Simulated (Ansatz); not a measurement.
I need an all-electron LAPW single point of HfBe2, space group P6/mmm. Use Ansatz's Python interface. Settings: PBEsol, LAPW, the default cutoff (192 eV here), 7×7×7 k-points, Fermi-Dirac smearing of 0.1 eV.

```
Hf Be
1.0
     3.77950    0.00000    0.00000
    -1.88975    3.27314    0.00000
     0.00000    0.00000    3.16996
Hf Be
1 2
Direct
  0.00000 0.00000 0.00000
  0.33333 0.66667 0.50000
  0.66667 0.33333 0.50000
```

`lapw_hfbe2.py`:
```python
"""All-electron LAPW single point of HfBe2."""

import json
import logging
import sys

import ansatz
import numpy as np

logging.basicConfig(stream=sys.stdout, format="%(levelname)s:%(name)s:%(message)s")
logger = logging.getLogger("calc")
logger.setLevel(logging.INFO)

SETTINGS = {
    "width_ev": 0.1,
    "functional": "pbesol",
    "k_density": 3.4,
}


def main() -> None:
    hfbe2 = (
        ansatz.Lattice.from_parameters(3.779501, 3.779501, 3.169958, alpha=90.0, beta=90.0, gamma=120.0)
        .atom("Hf", (0.0, 0.0, 0.0))
        .atom("Be", (1 / 3, 2 / 3, 0.5))
        .atom("Be", (2 / 3, 1 / 3, 0.5))
    )

    job = (
        hfbe2.calculation()
        .occupations(ansatz.OccupationsMethod.FERMI_DIRAC, width=SETTINGS["width_ev"])
        .functional(SETTINGS["functional"])
        .kpoints(density=SETTINGS["k_density"])
        .pseudopotentials("all_electron", lapw=True, basis_error=0.002)
        .stress()
        .band_table()
    )
    history = []
    outcome = job.session().plan().execute(on_event=lambda event: history.append(event["data"]["dr2_ev"]) if event["event"] == "scf_iter" else None)
    summary = outcome.report
    print("density residual by iteration (eV):", " ".join(f"{value:.1e}" for value in history[:40]))

    for key in ("converged", "n_iterations", "n_electrons", "n_kpoints", "n_pw", "n_symmetry_ops", "free_energy_ev", "fermi_energy_ev"):
        logger.info(f"{key:18s} {summary[key]}")

    # the stress is positive in compression
    sigma = summary["stress_gpa"]
    voigt = [sigma[0][0], sigma[1][1], sigma[2][2], sigma[1][2], sigma[0][2], sigma[0][1]]
    print("stress xx yy zz yz xz xy (GPa, compression positive):", " ".join(f"{s:.3f}" for s in voigt))
    print("P =", round(10 * float(np.mean(voigt[:3])), 2), "kbar")

    keep = ["free_energy_ev", "energy_sigma0_ev", "fermi_energy_ev", "n_iterations", "converged", "magnetization_mub", "n_kpoints"]
    with open("hfbe2.json", "w") as handle:
        json.dump({key: summary[key] for key in keep}, handle, indent=1)

    fermi = summary["fermi_energy_ev"]
    logger.info("levels less the Fermi level (eV) at the first k-points")
    for k, levels in list(zip(summary["kpoints_frac"], summary["eigenvalues_ev"]))[:3]:
        logger.info("k = ({:.3f}, {:.3f}, {:.3f})".format(*k))
        print("   ", " ".join(f"{e - fermi:.3f}" for e in levels))

    errors = summary["lapw_basis_errors"]
    logger.info(f"estimated basis error {1000 * errors['total_ev_per_atom']:.3f} meV/atom, target {1000 * errors['basis_error_target_ev_per_atom']:.3f}")
    for sphere in errors["spheres"]:
        logger.info(f"  {sphere['species']:2s} muffin-tin radius {sphere['muffin_tin_radius_ang']:.3f} A, core shells {sphere['core_shells']}")


if __name__ == "__main__":
    main()
```

```console
$ python lapw_hfbe2.py
density residual by iteration (eV): 1.7e+00 4.1e-01 2.0e-01 6.5e-02 4.6e-03 3.5e-04 2.7e-05 9.4e-07 3.5e-08
INFO:calc:converged          True
INFO:calc:n_iterations       9
INFO:calc:n_electrons        44.0
INFO:calc:n_kpoints          32
INFO:calc:n_pw               253
INFO:calc:n_symmetry_ops     24
INFO:calc:free_energy_ev     -410926.44778723916
INFO:calc:fermi_energy_ev    13.784467045956388
stress xx yy zz yz xz xy (GPa, compression positive): -1.876 -1.876 -3.119 0.000 -0.000 -0.000
P = -22.9 kbar
INFO:calc:levels less the Fermi level (eV) at the first k-points
INFO:calc:k = (0.000, 0.000, 0.000)
    -200.480 -200.480 -200.454 -200.454 -200.442 -97.620 -97.603 -61.179 -29.848 -29.848 -29.569 -11.191 -11.166 -11.151 -11.151 -11.145 -11.145 -11.109 -8.008 -1.016 -1.016 -0.425 3.860 4.572 4.572 5.717 5.717
INFO:calc:k = (0.000, 0.000, 0.143)
    -200.480 -200.480 -200.454 -200.454 -200.442 -97.620 -97.603 -61.175 -29.839 -29.839 -29.655 -11.191 -11.166 -11.154 -11.154 -11.139 -11.139 -11.118 -7.653 -0.741 -0.741 -0.579 2.887 2.887 3.636 6.113 7.464
INFO:calc:k = (0.000, 0.000, 0.286)
    -200.480 -200.480 -200.454 -200.454 -200.442 -97.620 -97.603 -61.166 -29.844 -29.819 -29.819 -11.190 -11.166 -11.161 -11.161 -11.137 -11.125 -11.125 -6.680 -1.673 0.069 0.069 1.348 1.348 4.535 5.448 5.448
INFO:calc:estimated basis error 0.325 meV/atom, target 2.000
INFO:calc:  Be muffin-tin radius 1.091 A, core shells 0
INFO:calc:  Hf muffin-tin radius 1.585 A, core shells 8
```

File `hfbe2.json` afterwards:
```json
{
 "free_energy_ev": -410926.44778723916,
 "energy_sigma0_ev": -410926.419536265,
 "fermi_energy_ev": 13.784467045956388,
 "n_iterations": 9,
 "converged": true,
 "magnetization_mub": 0.0,
 "n_kpoints": 32
}
```

What to keep in mind:
- All-electron totals depend on functional, relativistic treatment and basis; only differences at equal settings carry meaning.
- The computed bands are complete only to about 5.4 eV above the Fermi level.
- The mesh is modest for a metal, so energies can be off by several to tens of meV an atom and pressures by half a GPa or more; differences at equal mesh fare better.
- The zero of the levels is a convention of the potentials, so an absolute Fermi energy is no work function.
- The structure comes from a database of computed cells and needn't be a stable or known phase.
- Levels are Kohn-Sham eigenvalues on this mesh, without spin-orbit coupling.
- Wall time of the script: 7.1 s on 1 thread of Arm Neoverse V2, on a shared host, peak memory 0.35 GiB.

(Lines on the test bed's own set-up are left out of the output.)
